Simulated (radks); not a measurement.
# Cr⁴⁺ in [Ar] 3d2: an all-electron calculation

One table from this session's results is given with a row withheld; the runs are named, their logs left out.

Program: radks (a radial shooting solver on a logarithmic mesh, Libxc functionals) version 1. Level of theory: scalar-relativistic Kohn-Sham, r2SCAN, spin-polarised, spherical densities, finite nucleus; open shells are filled with parallel spins first. These are calculated values, not measurements, unless marked.

## What is computed

* element: chromium (Z = 24)
* charge: +4
* electrons: 20
* configuration: [Ar] 3d2
* nuclear rms radius: 3.6452 fm

Outer shells as boxes (Hund's rule):

Cr⁴⁺
```
[Ar] core
3d [↑ ][↑ ][  ][  ][  ]
```

Set-up of the first run:

The run's settings:

```text
Z 24
configuration [Ar] 3d2 4s0 4p0 4d0 4f0
relativity scalar-relativistic
functional r2scan,r2scan
spin polarised
nucleus finite rms 3.6452 fm
c 137.035999084
```

The run is started by

```
python run_ks.py task.json out
```

This one command runs every case of the session in turn.

One table of the session follows, with a row left open; its other results are not shown here.

It belongs to the step «Orbitals and density». Sizes of the orbitals, from the radial functions (bohr):

| level | <r> | outermost maximum (interpolated) | 90 % within | nodes |
| --- | --- | --- | --- | --- |
| 1s down | 0.06357 | 0.0416 | 0.114 | 0 |
| 1s up | 0.06357 | 0.0416 | 0.114 | 0 |
| 2s up | 0.2925 | 0.243 | 0.454 | 1 |
| 2s down | 0.2921 | 0.243 | 0.453 | 1 |
| 2p up | 0.2599 | 0.198 | 0.426 | 0 |
| 2p down | 0.2594 | 0.198 | 0.425 | 0 |
| 3s up | 0.8744 | 0.767 | 1.30 | 2 |
| 3s down | 0.8776 | 0.768 | 1.30 | 2 |
| 3p up | 0.9156 | 0.783 | 1.39 | 1 |
| 3p down | 0.9196 | 0.785 | 1.40 | 1 |
| 3d up | 1.013 | 0.767 | 1.65 | 0 |
| 3d down | 1.019 | 0.772 | 1.66 | 0 |
| 4s up | ? | ? | ? | ? |
| 4s down | 2.294 | 2.10 | 3.33 | 3 |
| 4p up | 2.491 | 2.28 | 3.60 | 2 |

Estimate the missing values for 4s up.

As computed: <r>: 2.226; outermost maximum (interpolated): 2.05; 90 % within: 3.20; nodes: 3. In the column «<r>» it lies between 3d down (1.019) and 4s down (2.294).

To keep in mind: Open shells are spherical and high-spin; term and fine-structure splittings are not resolved.
